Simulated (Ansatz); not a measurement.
## Ba2Tl5V3O12: single point with PBE+U

Crystal: Ba2Tl5V3O12.

```
CELL_PARAMETERS angstrom
6.48991 -6.67692 -0.04765
6.48991 6.67692 -0.04765
-1.96739 0.00000 5.75220
ATOMIC_POSITIONS crystal
Ba 0.47917 0.52083 0.00000
Ba 0.79264 0.20736 0.00000
V 0.65694 0.94605 0.25735
V 0.05395 0.34306 0.74265
V 0.57442 0.42558 0.50000
Tl 0.49835 0.85629 0.63726
Tl 0.14371 0.50165 0.36274
Tl 0.01508 0.98492 0.50000
Tl 0.30964 0.12677 0.21892
Tl 0.87323 0.69036 0.78108
O 0.00390 0.26325 0.44275
O 0.59719 0.60676 0.67706
O 0.91333 0.42820 0.84635
O 0.52536 0.79943 0.20594
O 0.68766 0.41628 0.31356
O 0.09251 0.20316 0.88601
O 0.58372 0.31234 0.68644
O 0.79684 0.90749 0.11399
O 0.57180 0.08667 0.15365
O 0.20057 0.47464 0.79406
O 0.73675 0.99610 0.55725
O 0.39324 0.40281 0.32294
```

The cell was built by a generator and needn't be a form met in nature.

- Program: Ansatz 0.2.0
- Task: single point
- Functional: PBE
- Potentials or basis: all-electron LAPW, scalar-relativistic
- Cutoff: 482 eV (chosen from the basis error)
- Basis error allowed: 0.003 eV/atom
- k mesh: 2 × 2 × 4
- Occupations: fermi-dirac, width 0.05 eV
- Spin: collinear spin, ferromagnetic start
- Starting moments: [0.0, 0.0, 2.0, 2.0, 2.0, 0.0, 0.0, 0.0, 0.0, 0.0, 0.0, 0.0, 0.0, 0.0, 0.0, 0.0, 0.0, 0.0, 0.0, 0.0, 0.0, 0.0] μB
- Hubbard terms: V d U = 3 eV

| Quantity | Value |
| --- | --- |
| Pressure | 0.2 GPa |
| Largest force | 0.108 eV/Å |
| Band gap on the k mesh | 2.92 eV, indirect (least direct gap 2.97 eV) |
| Net moment | 0.00 μB per cell |
| Absolute moment | 0.00 μB per cell |

Forces on the atoms (eV/Å):
```
Ba   0.000  0.021  0.000
Ba   0.000 -0.001  0.000
V   -0.015  0.014  0.011
V    0.015  0.014 -0.011
V    0.000 -0.108  0.000
Tl  -0.007  0.000  0.001
Tl   0.007  0.000 -0.001
Tl   0.000 -0.013  0.000
Tl  -0.007  0.004 -0.008
Tl   0.007  0.004  0.008
O   -0.013 -0.014 -0.078
O    0.043  0.056  0.060
O   -0.040  0.075  0.035
O   -0.095 -0.013 -0.007
O    0.049 -0.016 -0.060
O   -0.057 -0.054  0.042
O   -0.049 -0.016  0.060
O    0.057 -0.054 -0.042
O    0.040  0.075 -0.035
O    0.095 -0.013  0.007
O    0.013 -0.014  0.078
O   -0.043  0.056 -0.060
```

Stress tensor (GPa, compression positive):
```
 0.25  0.00 -0.05
 0.00  0.19  0.00
-0.05  0.00  0.26
```

Levels at points of the mesh, in eV from the valence-band top:
Spin up:
```
              k point  band 232  band 233  band 234  band 235  band 236  band 237  band 238  band 239
   (0.00, 0.00, 0.00)     -0.30     -0.19     -0.08     -0.04      2.92      3.63      3.74      3.74
  (0.00, 0.00, -0.50)     -0.25     -0.24     -0.14     -0.06      3.24      3.44      3.50      3.64
  (0.00, -0.50, 0.00)     -0.29     -0.23     -0.08      0.00      3.27      3.52      3.63      3.74
 (0.00, -0.50, -0.50)     -0.24     -0.22     -0.15     -0.06      3.31      3.43      3.46      3.52
 (-0.50, -0.50, 0.00)     -0.28     -0.22     -0.17     -0.01      3.38      3.49      3.60      3.67
(-0.50, -0.50, -0.50)     -0.25     -0.16     -0.12     -0.04      3.26      3.36      3.61      3.66
```
Spin down:
```tsv
k point	band 232	band 233	band 234	band 235	band 236	band 237	band 238	band 239
(0.00, 0.00, 0.00)	-0.30	-0.19	-0.08	-0.04	2.92	3.63	3.74	3.74
(0.00, 0.00, -0.50)	-0.25	-0.24	-0.14	-0.06	3.24	3.44	3.50	3.64
(0.00, -0.50, 0.00)	-0.29	-0.23	-0.08	0.00	3.27	3.52	3.63	3.74
(0.00, -0.50, -0.50)	-0.24	-0.22	-0.15	-0.06	3.31	3.43	3.46	3.52
(-0.50, -0.50, 0.00)	-0.28	-0.22	-0.17	-0.01	3.38	3.49	3.60	3.67
(-0.50, -0.50, -0.50)	-0.25	-0.16	-0.12	-0.04	3.26	3.36	3.61	3.66
```

Run time: 21 min on 8 threads of Intel(R) Xeon(R) 6975P-C (Granite Rapids), on a shared host, peak memory 15 GiB.

Caveat: the magnetic state may not be the lowest; U is the effective U less J, on atomic orbitals that reach past the spheres; spin-orbit coupling is left out, which as a rule narrows the gap of such compounds by several tenths of an eV; the starting moments weren't kept. A k mesh can miss the band edges.
